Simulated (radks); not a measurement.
# V⁴⁺ in [Ar] 4p1: an all-electron calculation

An exercise on one series of results from a longer session: the logs are not shown, and one member is left open.

Program: radks (a radial shooting solver on a logarithmic mesh, Libxc functionals) version 1. Level of theory: scalar-relativistic Kohn-Sham, exchange-only LDA, spin-polarised, spherical densities, point nucleus; open shells are filled with parallel spins first. These are calculated values, not measurements, unless marked.

## The atom as given

* element: vanadium (Z = 23)
* charge: +4
* electrons: 19
* configuration: [Ar] 4p1

Outer shells as boxes (Hund's rule):

V⁴⁺
```
[Ar] core
4p [↑ ][  ][  ]
```

The first run:

The run's settings:

```text
Z 23
configuration [Ar] 4p1
relativity scalar-relativistic
functional lda,
spin polarised
nucleus point
c 137.035999084
```

Run with:

```sh
$ python run_ks.py task.json out
```

This one command runs every case of the session in turn.

One table of the session follows, with a row left open; its other results are not shown here.

It belongs to the step «Orbitals and density». Sizes of the orbitals, from the radial functions (bohr):

```
  level      <r>  outermost maximum (interpolated)  90 % within  nodes
  1s up  0.06658                            0.0436        0.119      0
1s down  0.06658                            0.0436        0.119      0
  2s up   0.3091                             0.256        0.480      1
2s down   0.3091                             0.256        0.480      1
  2p up   0.2746                             0.208        0.451      0
2p down   0.2746                             0.208        0.451      0
  3s up   0.9120                             0.805         1.35      2
3s down   0.9105                             0.805         1.35      2
  3p up   0.9515                             0.819         1.45      1
3p down   0.9481                             0.819         1.44      1
  4p up        ?                                 ?            ?      ?
4p down    2.441                              2.24         3.55      2
```

**Question.** Estimate the row for 4p up.

As computed: <r>: 2.459; outermost maximum (interpolated): 2.29; 90 % within: 3.53; nodes: 2. In the column «<r>» it is the highest.
